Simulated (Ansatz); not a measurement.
# CH5FGeSi: one species, many methods

The task here is to estimate one member of a computed series from the others.

The runs use Ansatz 0.2.0, Gaussian basis; functionals in def2-TZVPP, the program's frozen cores in correlated methods.

The runs, in order: PBE-D4, r2SCAN-D4, PBE0-D4, B3LYP-D4, ωB97X-V, ωB97M-V, B2PLYP; CCSD(T)/def2-TZVPP; MP2/def2-QZVPP; extrapolation to the limit.

**Structure used throughout**

All runs share one geometry, relaxed beforehand with PBE0-D4 in a triple-zeta def2 set.

SMILES `F[SiH]1[CH2][GeH2]1`, 9 atoms, charge 0, spin multiplicity 1.

Atoms are counted from 1 here; the program's logs count them from 0.

Bond lengths: F1–Si2 1.598 Å, Si2–C3 1.848 Å, Si2–Ge4 2.289 Å, Si2–H5 1.480 Å, C3–Ge4 2.039 Å, C3–H6 1.087 Å, C3–H7 1.089 Å, Ge4–H8 1.529 Å, Ge4–H9 1.531 Å. Angles: F1–Si2–C3 117.9°, F1–Si2–Ge4 123.5°, F1–Si2–H5 108.9°, C3–Si2–Ge4 57.9°, C3–Si2–H5 118.1°, Ge4–Si2–H5 121.9°, Si2–C3–Ge4 71.9°, Si2–C3–H6 120.0°, Si2–C3–H7 117.5°, Ge4–C3–H6 119.2°, Ge4–C3–H7 111.1°, H6–C3–H7 111.6°, Si2–Ge4–C3 50.2°, Si2–Ge4–H8 123.5°, Si2–Ge4–H9 122.4°, C3–Ge4–H8 111.8°, C3–Ge4–H9 115.4°, H8–Ge4–H9 113.5°.

The first run:

File in.yaml:

```yaml
crystal:
  periodic: [false, false, false]
  atoms:
    - {symbol: F, position_ang: [-0.688477, -0.066006, -2.415352]}
    - {symbol: Si, position_ang: [-0.513854, 0.563085, -0.957235]}
    - {symbol: C, position_ang: [1.011383, 0.130311, -0.007096]}
    - {symbol: Ge, position_ang: [-0.590000, -0.671453, 0.968580]}
    - {symbol: H, position_ang: [-0.933357, 1.981777, -0.994922]}
    - {symbol: H, position_ang: [1.590260, 0.913160, 0.477028]}
    - {symbol: H, position_ang: [1.653333, -0.649807, -0.413334]}
    - {symbol: H, position_ang: [-0.532146, -2.199002, 0.995406]}
    - {symbol: H, position_ang: [-0.908542, -0.048363, 2.329825]}
basis:
  gaussian: {orbitals: def2-TZVPP}
hamiltonian: {xc: pbe, dispersion: d4}
output: {forces: true, orbitals: {seedname: orbitals}}
```

The run is started by

```console
ansatz run in.yaml --threads 4 --pin off --events-out ev --progress --plain --max-ram 10444MiB
```

Among the steps run: PBE-D4 (GGA); r2SCAN-D4 (meta-GGA); PBE0-D4 (hybrid); B3LYP-D4 (hybrid); ωB97X-V (range-separated); ωB97M-V (range-separated); B2PLYP (double hybrid); CCSD(T) in def2-TZVPP; MP2 in def2-QZVPP.

One of the session's tables, all rows but one given; the rest of the session is left out.

| method | atomisation energy (kcal/mol) |
| --- | --- |
| PBE-D4 | 718.0 |
| r2SCAN-D4 | ? |
| PBE0-D4 | 708.7 |
| B3LYP-D4 | 707.5 |
| ωB97X-V | 717.0 |
| ωB97M-V | 711.2 |
| B2PLYP | 702.5 |
| HF/def2-TZVPP | 520.1 |
| MP2/def2-TZVPP | 705.6 |
| CCSD/def2-TZVPP | 687.6 |
| CCSD(T)/def2-TZVPP | 698.0 |
| MP2/CBS | 723.9 |
| CCSD(T)/CBS | 716.2 |

Estimate the missing values for r2SCAN-D4.

**Answer.** atomisation energy (kcal/mol): 716.5. In the column «atomisation energy (kcal/mol)» it lies between CCSD(T)/CBS (716.2) and ωB97X-V (717.0).

Caveats from the session: Free atoms (1 F, 1 Si, 1 C, 1 Ge, 5 H) were run apart at each level; the atomisation energy is their sum less the molecule, without zero-point or spin-orbit terms.
